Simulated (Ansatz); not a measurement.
# MoW2: the cost of one run

Computed with Ansatz 0.2.0 (DFT PBE, scalar-relativistic, plane waves, PAW, unless a step's input says otherwise).

### 1 Starting point

Symmetry: Fd-3m, No. 227, cubic system. Conventional cell: a = 7.865 Å, b = 7.865 Å, c = 7.865 Å, α = 90.00°, β = 90.00°, γ = 90.00°. Mo (site symmetry -43m) has 12 W at 3.26 Å and 4 Mo at 3.41 Å in its first shell of neighbours. W (site symmetry -3m) is surrounded by 6 W at 2.78 Å and 6 Mo at 3.26 Å.

Coordinates:

```cif
data_structure
_symmetry_space_group_name_H-M 'Fd-3m:1'
_symmetry_Int_Tables_number 227
_cell_length_a 7.8649
_cell_length_b 7.8649
_cell_length_c 7.8649
_cell_angle_alpha 90.000
_cell_angle_beta 90.000
_cell_angle_gamma 90.000
_cell_volume 486.50
loop_
_atom_site_label
_atom_site_type_symbol
_atom_site_symmetry_multiplicity
_atom_site_Wyckoff_symbol
_atom_site_fract_x
_atom_site_fract_y
_atom_site_fract_z
_atom_site_occupancy
Mo1 Mo 8 a 0.50000 0.00000 0.50000 1
W1 W 16 d 0.12500 0.62500 0.12500 1
```

Recipe of the guess: species swapped into a database cell of LiPt2 (Fd-3m, No. 227), with Mo on the Li sites and W on the Pt sites. Lengths come from tabulated atomic sizes and are only a guess.

### 2 The guess as it stands, on a coarse mesh

The input, input.yaml:

```yaml
crystal:
  lattice:
    - [0.0, 3.93246298, 3.93246298]
    - [3.93246298, 0.0, 3.93246298]
    - [3.93246298, 3.93246298, 0.0]
  atoms:
    - { symbol: Mo, position: [0.5, 0.5, 0.5] }
    - { symbol: Mo, position: [0.75, 0.75, 0.75] }
    - { symbol: W, position: [0.125, 0.125, 0.125] }
    - { symbol: W, position: [0.625, 0.125, 0.125] }
    - { symbol: W, position: [0.125, 0.625, 0.125] }
    - { symbol: W, position: [0.125, 0.125, 0.625] }
basis:
  ecutwfc: 420
kpoints:
  mp_grid: { grid: [4, 4, 4] }
hamiltonian:
  xc: pbe
scf:
  occupations: { method: gaussian, width: 0.1 }
  lower_state_search: "off"
output:
  forces: true
  stress: true
  eigenvalues: true
```

The run is started by

```bash
ansatz run input.yaml --threads 1 --pin off --max-ram 2560MiB --backend cpu --events-out ev --progress --plain --runs-dir out
```

**Question.** How long does this run take on 1 thread of Intel Xeon Platinum 8175M at 2.50GHz (Skylake/Cascade Lake), shared host, and how much memory does it need?

About 4.1 s, with a peak of 0.43 GiB.
